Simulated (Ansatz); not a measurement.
# Nb (Nb, fcc): the cost of one run

Method: DFT r2SCAN, plane waves (500 eV) with PAW, scalar-relativistic; PBE-made PAW files, in Ansatz 0.2.0.

## Step 1: The structure to begin with

It takes space group Fm-3m (No. 225, cubic). Conventional cell: a = 4.158 Å, b = 4.158 Å, c = 4.158 Å, α = 90.00°, β = 90.00°, γ = 90.00°. Nb (site symmetry m-3m) is surrounded by 12 Nb at 2.94 Å.

Coordinates:

```
CELL_PARAMETERS angstrom
0.00000 2.07912 2.07912
2.07912 0.00000 2.07912
2.07912 2.07912 0.00000
ATOMIC_POSITIONS crystal
Nb 0.00000 0.00000 0.00000
```

## Step 2: Relaxation of the cell

Contents of input.yaml:

```yaml
crystal:
  lattice:
    - [0.0, 2.0791217165, 2.0791217165]
    - [2.0791217165, 0.0, 2.0791217165]
    - [2.0791217165, 2.0791217165, 0.0]
  atoms:
    - { symbol: Nb, position: [0.0, 0.0, 0.0] }
hamiltonian:
  xc: r2scan
  pseudopotentials:
    kind: paw
    azcp:
      Nb: "pseudopotentials/Nb.paw.azcp"
basis:
  ecutwfc: 500
  fft_grid_basis: typed
kpoints:
  mp_grid: { grid: [13, 13, 13], shift: [0, 0, 0] }
magnetization:
  spin_polarized: false
scf:
  occupations: { method: fermi_dirac, width: 0.1 }
relax:
  max_steps: 60
  f_tol: 0.01
  cell: {}
```

Launch:

```
ansatz run input.yaml --threads 1 --pin off --max-ram 3584MiB --backend cpu --events-out ev --progress --plain --runs-dir out
```

**Question.** How long does this run take on 1 thread of Intel Xeon Platinum 8259CL at 2.50GHz (Skylake/Cascade Lake), shared host, and how much memory does it need?

About 17 s, with a peak of 0.54 GiB.
